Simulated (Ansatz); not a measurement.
## Nb2Si in Ansatz: the effect of functional

Sheet: Nb2Si, a sheet with vacuum.

```xyz
3
Lattice="3.4802 0.0000 0.0000 -1.7401 3.0139 0.0000 0.0000 0.0000 29.1602" Properties=species:S:1:pos:R:3 pbc="T T T"
Nb    0.0000    2.0093    7.1340
Nb    1.7401    1.0046    9.8661
Si    0.0000    0.0000    8.4999
```

The cell was built by a generator and needn't be a form met in nature.

Alike in all runs:

| Quantity | Value |
| --- | --- |
| Program | Ansatz 0.2.0 |
| Task | single point |
| Potentials or basis | all-electron LAPW, scalar-relativistic |
| Cutoff | 239 eV (chosen from the basis error) |
| Basis error allowed | 0.002 eV/atom |
| k mesh | 9 × 9 × 1 |
| Occupations | fermi-dirac, width 0.05 eV |
| Spin | no spin polarisation |

Task: One run gave: largest force 0.01 eV/Å; work function 3.85 eV. Which functional did it use?
A. PBE
B. PBEsol
C. LDA

Result: A.

| functional | largest force (eV/Å) | work function (eV) |
| --- | --- | --- |
| PBE | 0.01 | 3.85 |
| LDA | 0.60 | 4.14 |
| PBEsol | 0.35 | 3.93 |
